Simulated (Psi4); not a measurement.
**[GeH5]− (SMILES [H][Ge-]([H])([H])([H])[H]) at MP3/def2-TZVPP**

Aim: the energy change on altering one bond length of [GeH5]− at MP3/def2-TZVPP, from 2 runs. 

The calculation is run with Psi4 1.11.

2 further runs of the same task are left out: 1 that didn't finish, 1 set aside as unsound or not needed.

## Step 1: The structure to begin with

[GeH5]− has 6 atoms, charge -1, and is taken as a singlet. SMILES: `[H][Ge-]([H])([H])([H])[H]`. The shape comes from GFN2-xTB, which is rough for such elements, and wasn't checked as a minimum.

Bond lengths: Ge1–H2 1.762 Å, Ge1–H3 1.782 Å, Ge1–H4 1.515 Å, Ge1–H5 1.514 Å, Ge1–H6 1.514 Å. Angles: H2–Ge1–H3 179.8°, H2–Ge1–H4 90.4°, H2–Ge1–H5 90.0°, H2–Ge1–H6 90.3°, H3–Ge1–H4 89.6°, H3–Ge1–H5 89.8°, H3–Ge1–H6 89.8°, H4–Ge1–H5 120.0°, H4–Ge1–H6 120.0°, H5–Ge1–H6 120.0°.

## Step 2: The energy at MP3/def2-TZVPP

File input.dat:

```
memory 1600 mb

molecule mol {
  -1 1
  Ge     0.000170    -0.001050     0.006590
  H     -0.023480    -0.005740     1.768690
  H      0.022000     0.009450    -1.774870
  H      1.514900     0.010990     0.015670
  H     -0.767040     1.304120     0.000050
  H     -0.746540    -1.317780    -0.016130
  symmetry c1
}

set {
  puream          true
  e_convergence   1e-09
  d_convergence   1e-08
  scf_type        pk
  num_frozen_docc 9
  mp_type         conv
}

e, wfn = energy("mp3/def2-TZVPP", return_wfn=True)
```

Launch:

```sh
$ psi4 -n 1 input.dat output.dat
```

output.dat, shortened:

```text
[...]
  Running in c1 symmetry.
[...]
  Nuclear repulsion =   54.779714481381419
[...]
  Multiplicity = 1
[...]
  Nalpha       = 19
  Nbeta        = 19
[...]
    Number of basis functions: 118
[...]
   @RHF iter   1: -2076.65758573547828   -2.42086e+00   2.40798e-02 DIIS/ADIIS
[...]
   @RHF iter  10: -2078.17542912108775   -3.59250e-11   5.14252e-09 DIIS
[...]
    Orbital Energies [Eh]
    ---------------------
    Doubly Occupied:
       1A   -405.008101     2A    -51.913461     3A    -46.001595
       4A    -46.001387     5A    -46.001384     6A     -6.958046
       7A     -4.934839     8A     -4.934833     9A     -4.932883
      10A     -1.413008    11A     -1.408318    12A     -1.408310
      13A     -1.404633    14A     -1.404627    15A     -0.518682
      16A     -0.277468    17A     -0.277318    18A     -0.230122
      19A     -0.081214
[...]
  @RHF Final Energy: -2078.17542912108775
   => Energetics <=
    Nuclear Repulsion Energy =             54.7797144813814185
    One-Electron Energy =               -3015.6898293490380638
    Two-Electron Energy =                 882.7346857465693120
    Total Energy =                      -2078.1754291210872907
[...]
 Multipole Moments:
 ------------------------------------------------------------------------------------
     Multipole            Electronic (a.u.)      Nuclear  (a.u.)        Total (a.u.)
 ------------------------------------------------------------------------------------
 L = 1.  Multiply by 2.5417464519 to convert [e a0] to [Debye]
 Dipole X            :          0.0011402           -0.0010073            0.0001329
 Dipole Y            :         -0.0115184            0.0062730           -0.0052455
 Dipole Z            :          0.1005906           -0.0394329            0.0611577
 Magnitude           :                                                    0.0613824
[...]
	SCS-MP2 Total Energy (a.u.)        : -2078.49172149092010
	SOS-MP2 Total Energy (a.u.)        : -2078.49204438267770
[...]
	SOS-PI-MP2 Total Energy (a.u.)     : -2078.51639940280029
[...]
	MP2 Total Energy (a.u.)            : -2078.49107570740398
[...]
	SCS-MP3 Total Energy (a.u.)        : -2078.49552975831057
[...]
	MP3 Total Energy (a.u.)            : -2078.50630877696585
[...]
```

Wall time 22 s (1 thread of Intel Xeon Platinum 8259CL at 2.50GHz (Skylake/Cascade Lake), shared host); peak memory 1.6 GiB.

## Step 3: The distorted shape at the same level

File job.dat:

```
memory 1600 MB

molecule {
  -1 1
  Ge     0.896240     1.579058     0.033855
  H      0.872590     1.574368     1.795955
  H      0.918070     1.589558    -1.747605
  H      2.410970     1.591098     0.042935
  H      0.129030     2.884228     0.027315
  H     -0.746540    -1.317780    -0.016130
  symmetry c1
}

set {
  reference       rhf
  puream          true
  e_convergence   1e-09
  d_convergence   1e-08
  scf_type        pk
  num_frozen_docc 9
  mp_type         conv
}

energy('mp3/def2-TZVPP')
print_variables()
```

Launch:

```sh
$ psi4 -n 1 job.dat job.out
```

job.out, shortened:

```text
[...]
  Running in c1 symmetry.
[...]
  Nuclear repulsion =   48.347981038066962
[...]
  Multiplicity = 1
[...]
  Nalpha       = 19
  Nbeta        = 19
[...]
    Number of basis functions: 118
[...]
   @RHF iter   1: -2076.43090641630351   -2.61953e+00   2.42396e-02 DIIS/ADIIS
[...]
   @RHF iter  11: -2078.06903723452433   -1.29148e-10   6.52267e-09 DIIS
[...]
    Orbital Energies [Eh]
    ---------------------
    Doubly Occupied:
       1A   -405.098251     2A    -52.002486     3A    -46.091767
       4A    -46.090019     5A    -46.089635     6A     -7.045008
       7A     -5.023552     8A     -5.020333     9A     -5.017819
      10A     -1.497232    11A     -1.496146    12A     -1.493865
      13A     -1.492822    14A     -1.487789    15A     -0.557690
      16A     -0.334347    17A     -0.300527    18A     -0.201549
      19A     -0.070262
[...]
  @RHF Final Energy: -2078.06903723452433
   => Energetics <=
    Nuclear Repulsion Energy =             48.3479810380669619
    One-Electron Energy =               -3000.0118383824069497
    Two-Electron Energy =                 873.5948201098157142
    Total Energy =                      -2078.0690372345243304
[...]
 Multipole Moments:
 ------------------------------------------------------------------------------------
     Multipole            Electronic (a.u.)      Nuclear  (a.u.)        Total (a.u.)
 ------------------------------------------------------------------------------------
 L = 1.  Multiply by 2.5417464519 to convert [e a0] to [Debye]
 Dipole X            :          2.7809843           -0.8946493            1.8863350
 Dipole Y            :          4.8931450           -1.5695536            3.3235913
 Dipole Z            :          0.1558692           -0.0666240            0.0892452
 Magnitude           :                                                    3.8226279
[...]
	SCS-MP2 Total Energy (a.u.)        : -2078.38558836856373
	SOS-MP2 Total Energy (a.u.)        : -2078.38719918012475
[...]
	SOS-PI-MP2 Total Energy (a.u.)     : -2078.41167317594000
[...]
	MP2 Total Energy (a.u.)            : -2078.38236674544260
[...]
	SCS-MP3 Total Energy (a.u.)        : -2078.39012338966768
[...]
	MP3 Total Energy (a.u.)            : -2078.40050682985930
[...]
```

Run time: 22 s. Hardware: 1 thread of Intel Xeon Platinum 8259CL at 2.50GHz (Skylake/Cascade Lake), shared host; peak memory 1.6 GiB.

## Step 4: Results

Level: MP3/def2-TZVPP, 9 core orbitals frozen.

```
                                                              quantity           value
                                             first shape: total energy  -2078.50631 Eh
                      first shape: HOMO energy (Hartree–Fock orbitals)        -2.21 eV
                      first shape: LUMO energy (Hartree–Fock orbitals)         8.63 eV
    first shape: HOMO–LUMO gap (to an unbound level, set by the basis)        10.84 eV
              first shape: correlation energy (9 core orbitals frozen)      -330.9 mEh
                                         distorted shape: total energy  -2078.40051 Eh
                  distorted shape: HOMO energy (Hartree–Fock orbitals)        -1.91 eV
                  distorted shape: LUMO energy (Hartree–Fock orbitals)         4.84 eV
distorted shape: HOMO–LUMO gap (to an unbound level, set by the basis)         6.75 eV
          distorted shape: correlation energy (9 core orbitals frozen)      -331.5 mEh
    energy change with the Ge1–H6 bond stretched from 1.514 to 3.331 Å        2.879 eV
```

**Reading.** With the Ge1–H6 bond stretched from 1.514 to 3.331 Å the energy rises by 2.88 eV (66 kcal/mol). The first shape isn't relaxed at this level, so the change isn't measured from a minimum.
